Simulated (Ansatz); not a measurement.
# AlClFH₃Si: up Jacob's ladder to CCSD(T)

How much do the methods differ for AlClFH₃Si? The plan is to run it at one geometry with functionals of several rungs and with coupled cluster. The yardstick is the atomisation energy at the CCSD(T) limit.

Method: functionals in def2-TZVPP, the program's frozen cores in correlated methods; program: Ansatz 0.2.0, Gaussian basis.

Levels to be run: LDA (SPW92), PBE-D4, revPBE-D4, BLYP-D4, r2SCAN-D4, B97M-V, PBE0-D4, B3LYP-D4, r2SCANh-D4, r2SCAN0-D4, HSE06-D4, BHLYP-D4, CAM-B3LYP-D4, LC-ωPBE, ωB97X-V, ωB97M-V, B2PLYP, PBE-QIDH; CCSD(T)/def2-SVP; CCSD(T)/def2-TZVPP; CCSD(T)/def2-QZVPP; extrapolation to the limit; RPA on PBE.

## 1. The geometry

All runs share one geometry, relaxed beforehand with PBE0-D4 in a triple-zeta def2 set.

SMILES `[F][Al]([SiH3])[Cl]`, 7 atoms, charge 0, spin multiplicity 1.

Atoms are counted from 1 here; the program's logs count them from 0.

Bond lengths: F1–Al2 1.645 Å, Al2–Si3 2.432 Å, Al2–Cl4 2.088 Å, Si3–H5 1.488 Å, Si3–H6 1.488 Å, Si3–H7 1.486 Å. Angles: F1–Al2–Si3 119.9°, F1–Al2–Cl4 116.6°, Si3–Al2–Cl4 123.5°, Al2–Si3–H5 109.7°, Al2–Si3–H6 109.8°, Al2–Si3–H7 110.9°, H5–Si3–H6 108.4°, H5–Si3–H7 109.0°, H6–Si3–H7 109.0°.

## 2. LDA

This LDA is Slater exchange with PW92 correlation.

Contents of in.yaml:

```yaml
crystal:
  periodic: [false, false, false]
  atoms:
    - {symbol: F, position_ang: [-0.456842, -2.434109, 0.809218]}
    - {symbol: Al, position_ang: [-0.779617, -1.076985, -0.062551]}
    - {symbol: Si, position_ang: [0.707232, 0.841758, 0.088398]}
    - {symbol: Cl, position_ang: [-2.489154, -1.118314, -1.261425]}
    - {symbol: H, position_ang: [2.075173, 0.453210, -0.349736]}
    - {symbol: H, position_ang: [0.781923, 1.311338, 1.498361]}
    - {symbol: H, position_ang: [0.222583, 1.955203, -0.768065]}
basis:
  gaussian: {orbitals: def2-TZVPP}
hamiltonian: {xc: lda}
output: {orbitals: {seedname: orbitals}}
```

Command:

```sh
ansatz run in.yaml --threads 2 --pin off --events-out ev --progress --plain --max-ram 32768MiB --backend cpu
```

Further steps of the session: PBE-D4 (GGA); revPBE-D4 (GGA); BLYP-D4 (GGA); r2SCAN-D4 (meta-GGA); B97M-V (meta-GGA); PBE0-D4 (hybrid); B3LYP-D4 (hybrid); r2SCANh-D4 (hybrid); r2SCAN0-D4 (hybrid); HSE06-D4 (hybrid); BHLYP-D4 (hybrid); CAM-B3LYP-D4 (range-separated); LC-ωPBE (range-separated); ωB97X-V (range-separated); ωB97M-V (range-separated); B2PLYP (double hybrid); PBE-QIDH (double hybrid); CCSD(T) in def2-SVP; CCSD(T) in def2-TZVPP; CCSD(T) in def2-QZVPP; RPA on PBE orbitals.

Q: Predict the results of all the runs planned. Wanted: atomisation energy, CCSD(T)/CBS; farthest beyond LDA; mean size of error, GGA; mean size of error, meta-GGA; mean size of error, hybrid; mean size of error, range-separated; mean size of error, double hybrid; gap, smallest and largest; T1 diagnostic.

As calculated:

| quantity | value |
| --- | --- |
| atomisation energy, CCSD(T)/CBS | 535.7 kcal/mol |
| functionals within 2.7 kcal/mol (0.5 %) | r2SCAN-D4, B97M-V, ωB97X-V |
| farthest beyond LDA | revPBE-D4 (-18.5 kcal/mol) |
| mean size of error, GGA | 13.1 kcal/mol |
| mean size of error, meta-GGA | 1.5 kcal/mol |
| mean size of error, hybrid | 11.3 kcal/mol |
| mean size of error, range-separated | 5.0 kcal/mol |
| mean size of error, double hybrid | 11.4 kcal/mol |
| gap, smallest and largest | 4.82 eV (LDA (SPW92)), 11.45 eV (LC-ωPBE) |
| T1 diagnostic | 0.0122 |
| triples share of the correlation energy | 3.3 % |

**Reading.** LDA overbinds by 52.5 kcal/mol (10 %). PBE-D4 is off by -7.4 kcal/mol. Double hybrids carry the basis error of their MP2 part in triple zeta, and no dispersion term here, so their miss is partly the set-up's. By mean error the best rung here is meta-GGA (1.5 kcal/mol) and the worst beyond LDA is GGA (13.1 kcal/mol). Misses under about 2.7 kcal/mol are within the doubt on the reference itself, which lacks core-valence correlation, relativity and higher excitations. Hartree-Fock recovers 77 % of the binding; the rest is correlation. CCSD(T) in def2-SVP is off by -39.5 kcal/mol, so the small basis spoils what the method gains. Orbital gaps span 4.8 to 11.4 eV; exact exchange widens them.
